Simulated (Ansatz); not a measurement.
# Zn2GeN2: the cost of one run

Method: DFT PBE, scalar-relativistic, plane waves, PAW, in Ansatz 0.2.0.

## Step 1: The structure to begin with

Symmetry: P6/mmm, No. 191, hexagonal system. Conventional cell: a = 4.041 Å, b = 4.041 Å, c = 5.085 Å, α = 90.00°, β = 90.00°, γ = 120.00°. Zn (site symmetry -6m2) has 3 Zn at 2.33 Å and 6 N at 2.51 Å in its first shell of neighbours. Ge (site symmetry 6/mmm) is surrounded by 2 N at 1.61 Å. N (site symmetry 6mm) has 1 Ge at 1.61 Å in its first shell of neighbours.

Coordinates:

```
Zn Ge N
1.0
     4.04062    0.00000    0.00000
    -2.02031    3.49928    0.00000
     0.00000    0.00000    5.08507
Zn Ge N
2 1 2
Direct
  0.33333 0.66667 0.00000
  0.66667 0.33333 0.00000
  0.00000 0.00000 0.50000
  0.00000 0.00000 0.18398
  0.00000 0.00000 0.81602
```

A structure generator made this guess: random cell by space group and Wyckoff sites (P6/mmm, No. 191). Lengths come from tabulated atomic sizes and are only a guess.

## Step 2: A first look at the guess

input.yaml

```yaml
crystal:
  lattice:
    - [4.04061754, 0.0, 0.0]
    - [-2.02030877, 3.49927743, 0.0]
    - [0.0, 0.0, 5.08506567]
  atoms:
    - { symbol: Zn, position: [0.33333333, 0.66666667, 0.0] }
    - { symbol: Zn, position: [0.66666667, 0.33333333, 0.0] }
    - { symbol: Ge, position: [0.0, 0.0, 0.5] }
    - { symbol: "N", position: [0.0, 0.0, 0.18398108] }
    - { symbol: "N", position: [0.0, 0.0, 0.81601892] }
basis:
  ecutwfc: 420
kpoints:
  mp_grid: { grid: [6, 6, 4] }
hamiltonian:
  xc: pbe
scf:
  occupations: { method: gaussian, width: 0.1 }
  lower_state_search: "off"
output:
  forces: true
  stress: true
  eigenvalues: true
```

Started as:

```sh
$ ansatz run input.yaml --threads 1 --pin off --max-ram 2560MiB --backend cpu --events-out ev --progress --plain --runs-dir out
```

What time and memory should one allow on 1 thread of Intel Xeon at 2.50GHz (Skylake/Cascade Lake), shared host?

About 7.4 s, with a peak of 0.39 GiB.
